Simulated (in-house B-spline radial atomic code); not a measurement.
# Ti¹²⁺: excited configurations

Aim: the energies of several excited configurations of Ti¹²⁺ above a reference configuration, each from its own self-consistent run.

Program: in-house B-spline radial atomic code version 1. Level of theory: Dirac-Hartree-Fock, average of configuration, Fermi nucleus, basis-set limit. These are calculated values, not measurements, unless marked.

## (1) The atom as given

| Quantity | Value |
| --- | --- |
| element | titanium (Z = 22) |
| charge | +12 |
| electrons | 10 |
| configuration | [He] 2s2 2p6 |
| Hamiltonian | Dirac-Coulomb |
| nucleus | Fermi, rms radius 3.592 fm |

The outer shells:

[He] 2s2 2p6
```
[He] core
2s [↑↓]
2p [↑↓][↑↓][↑↓]
```

Settings, as recorded:

```ini
Z = 22
electrons = 10.0
configuration = [He] 2s2 2p6
hamiltonian = dirac
method = hf
spin_polarised = False
nucleus = fermi
rms_radius = 3.5921
mass_number = 48
atomic_mass = 47.947940677
speed_of_light = 137.035999084
```

From the earlier run of the reference: total energy -795.117186 hartree. Levels, eight at most:

```tsv
orbital	occupation	energy (eV)	<r> (bohr)
1s1/2	2	-5346.02	0.06948
2s1/2	2	-892.68	0.3183
2p1/2	2	-795.51	0.2822
2p3/2	4	-789.41	0.2847
```

## (2) [He] 2p6 3s2

Settings: those of step 1 with these lines changed.

```diff
@@ -2,3 +2,3 @@
 electrons = 10.0
-configuration = [He] 2s2 2p6
+configuration = [He] 2p6 3s2
 hamiltonian = dirac
```

From the run's result record (rounded, not every field):

```text
status: converged
scf [iteration, energy, orbital gradient]:
  - [1, -741.583122552, 1.63]
  - [2, -752.446098747, 0.193]
  - [3, -752.504111787, 0.0892]
  - [4, -752.51687312, 0.0411]
  - [5, -752.520560215, 0.00371]
  - [6, -752.520564753, 7.83e-05]
  - [7, -752.520564791, 1.09e-05]
  - [8, -752.520564791, 3.23e-07]
  - [9, -752.520564791, 1.73e-08]
energy [hartree]: {"total": -752.520564791, "kinetic": 760.429562793, "nuclear": -1652.10188683, "coulomb": 167.594755486, "exact_exchange": -28.4429962384}
breit [hartree]: {"gaunt": 0.2557455, "retardation": -0.02122802, "frequency_dependence": -0.000509287}
qed [hartree]: {"self_energy": 0.1754634, "uehling": -0.01360052, "wichmann_kroll": 6.018861e-05}
recoil [hartree]: 0.006784623
total_with_corrections [hartree]: -752.117848884
orbitals [hartree, bohr; first row names the columns]:
  - ["name", "occ", "eps", "<r>"]
  - ["1s1/2", 2.0, -200.20277, 0.069467]
  - ["2p1/2", 2.0, -31.575208, 0.2733]
  - ["2p3/2", 4.0, -31.335791, 0.27566]
  - ["3s1/2", 2.0, -12.234842, 0.80663]
sum_r [bohr^k]: {"-1": 75.09562, "1": 3.401433, "2": 2.043175}
energy_minus_base [hartree]: 42.596621
energy_minus_base_with_corrections [hartree]: 42.5669949
```

Wall time 0.48 s (1 thread, shared host).

energy_minus_base is the energy less that of the reference run.

## (3) Run with [He] 2s1 2p5 4d1 4f1

Settings: those of step 2 with these lines changed.

```diff
@@ -2,3 +2,3 @@
 electrons = 10.0
-configuration = [He] 2p6 3s2
+configuration = [He] 2s1 2p5 4d1 4f1
 hamiltonian = dirac
```

Results of the run:

```text
status: converged
scf [iteration, energy, orbital gradient]:
  - [1, -731.747885507, 1.4]
  - [2, -742.605240663, 0.155]
  - [3, -742.68077949, 0.0699]
  - [4, -742.696534213, 0.0315]
  - [5, -742.700637557, 0.00318]
  - [6, -742.700670701, 1.33e-05]
  - [7, -742.700670702, 3.2e-07]
  - [8, -742.700670702, 2.63e-09]
energy [hartree]: {"total": -742.700670702, "kinetic": 750.758841554, "nuclear": -1619.88050053, "coulomb": 151.193357473, "exact_exchange": -24.772369199}
breit [hartree]: {"gaunt": 0.2443211, "retardation": -0.01888058, "frequency_dependence": -0.00042291}
qed [hartree]: {"self_energy": 0.1806039, "uehling": -0.01399414, "wichmann_kroll": 6.192464e-05}
recoil [hartree]: 0.00695367
total_with_corrections [hartree]: -742.302027738
orbitals [hartree, bohr; first row names the columns]:
  - ["name", "occ", "eps", "<r>"]
  - ["1s1/2", 2.0, -202.01367, 0.069401]
  - ["2s1/2", 1.0, -36.422818, 0.30898]
  - ["2p1/2", 1.6667, -33.082459, 0.27084]
  - ["2p3/2", 3.3333, -32.840964, 0.27313]
  - ["4d3/2", 0.4, -5.7035981, 1.4844]
  - ["4d5/2", 0.6, -5.7001852, 1.4855]
  - ["4f5/2", 0.42857, -5.5213713, 1.3136]
  - ["4f7/2", 0.57143, -5.5201216, 1.3141]
sum_r [bohr^k]: {"-1": 73.63101, "1": 4.608531, "2": 5.028054}
energy_minus_base [hartree]: 52.4165151
energy_minus_base_with_corrections [hartree]: 52.382816
```

It took 1.6 s on 1 thread, shared host.

## (4) The excitation energies

| net move | configuration | energy above the reference (eV) | with Breit, QED, recoil (eV) | largest <r> (bohr) |
| --- | --- | --- | --- | --- |
| 2×2s → 2×3s | [He] 2p6 3s2 | 1159.11 | 1158.31 | 0.807 |
| 2p, 2s → 4d, 4f | [He] 2s1 2p5 4d1 4f1 | 1426.33 | 1425.41 | 1.49 |

At the bottom stands 2×2s → 2×3s (1159.11 eV), at the top 2p, 2s → 4d, 4f (1426.33 eV). 2 of them lie more than 2 % above the ionisation threshold that Koopmans' theorem gives (789.41 eV), where such states can decay by emitting an electron. These are averages over configurations, without correlation, not spectroscopic levels.
